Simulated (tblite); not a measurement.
# C6H12BNSi: the cost of one run

Programs: tblite 0.8.0 and PySCF 2.14.0, with density-fitted response routines of our own. Each step states its level of theory. These are calculated values for one molecule in the gas phase, unless marked as measured. Atoms are numbered from 0 throughout.

## Step 1: The starting structure

21 atoms, charge 0, multiplicity 1; geometry from: force field or distance geometry start.

Bonds of the start (Å): C0–C1 1.22, C1–B2 1.53, B2–C3 1.57, C3–N4 1.43, N4–Si5 1.71, N4–C6 1.40, C6–C7 1.49, C7–C8 1.34, C0–H9 1.06, B2–H10 1.20, C3–H11 1.12, C3–H12 1.11, Si5–H13 1.49, Si5–H14 1.47, Si5–H15 1.48, C6–H16 1.12, C6–H17 1.13, C7–H18 1.09, C8–H19 1.09, C8–H20 1.10.

## Step 2: Optimising the geometry with GFN2-xTB

What the job is given:

```
{"job": {"kind": "relax", "xc": "GFN2-xTB", "basis": "xTB"}, "charge": 0, "multiplicity": 1}
C      3.701400    -0.133000     1.048900
C      3.017200    -0.210000     0.044500
B      2.165100    -0.317100    -1.223400
C      0.601500    -0.193000    -1.247900
N     -0.026400     0.278900    -0.054800
Si     0.320700     1.847500     0.522600
C     -0.977900    -0.542900     0.554300
C     -2.230200    -0.711900    -0.240200
C     -3.429700    -0.357000     0.237900
H      4.289500    -0.046000     1.930100
H      2.687900    -0.540900    -2.281600
H      0.172100    -1.205600    -1.440000
H      0.306000     0.414900    -2.131500
H      1.613700     1.840000     1.265200
H     -0.676100     2.270000     1.521800
H      0.319500     2.957200    -0.462000
H     -1.273600    -0.105600     1.543000
H     -0.494000    -1.541000     0.763500
H     -2.228700    -1.137400    -1.246300
H     -4.345000    -0.480400    -0.349500
H     -3.521800     0.085000     1.245000
```

Run with:

```
$ OMP_NUM_THREADS=1 python probes_run.py task.json out
```

The driver reads the jobs from task.json and runs them one after another.

Q: Estimate the wall time and peak memory of this first job on 1 thread of Arm Neoverse N1, shared host.

About 2.4 s, with a peak of 0.18 GiB.
